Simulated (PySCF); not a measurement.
# C3H8O2Si: the cost of one run

Programs: PySCF 2.14.0, with density-fitted response routines of our own. Each step states its level of theory. These are calculated values for one molecule in the gas phase, unless marked as measured. Atoms count from 0, in the outputs and in this text.

**1. The molecule as given**

14 atoms, charge 0, multiplicity 1; geometry from: GFN2-xTB. The atoms were then displaced at random by about 0.01 Å, so the start is not that level's minimum.

Bonds of the start (Å): C0–C1 1.50, C1–C2 1.31, C2–O3 1.38, O3–Si4 1.58, Si4–O5 1.61, C0–H6 1.09, C0–H7 1.10, C0–H8 1.05, C1–H9 1.08, C2–H10 1.09, Si4–H11 1.45, Si4–H12 1.46, O5–H13 0.94.

**2. Geometry optimisation at PBE0-D3(BJ)/def2-SVP**

Job settings and geometry (Å):

```
{"job": {"xc": "PBE0", "basis": "def2-SVP", "d3": "d3bj", "grid": 1, "shake": 0.01, "kind": "geom"}, "charge": 0, "multiplicity": 1}
C     -2.280120    -0.499940    -0.105380
C     -1.632450     0.841750     0.065670
C     -0.332690     1.007690     0.122770
O      0.586150    -0.018450     0.044110
Si     2.162620    -0.070000    -0.011240
O      2.377480    -1.662270    -0.017550
H     -2.983800    -0.661790     0.710890
H     -2.856770    -0.480340    -1.042510
H     -1.563160    -1.264110    -0.119480
H     -2.262080     1.714780     0.155290
H      0.122040     1.988100     0.266810
H      2.686980     0.560670    -1.212870
H      2.727880     0.559650     1.179390
H      3.240750    -2.030800    -0.043670
```

The run is started by

```
$ OMP_NUM_THREADS=1 python probes_run.py task.json out
```

One launch serves the whole session: the jobs run in the order shown.

Q: Estimate the wall time and peak memory of this first job on 1 thread of Arm Neoverse N1, shared host.

About 4.4 min, with a peak of 0.53 GiB.
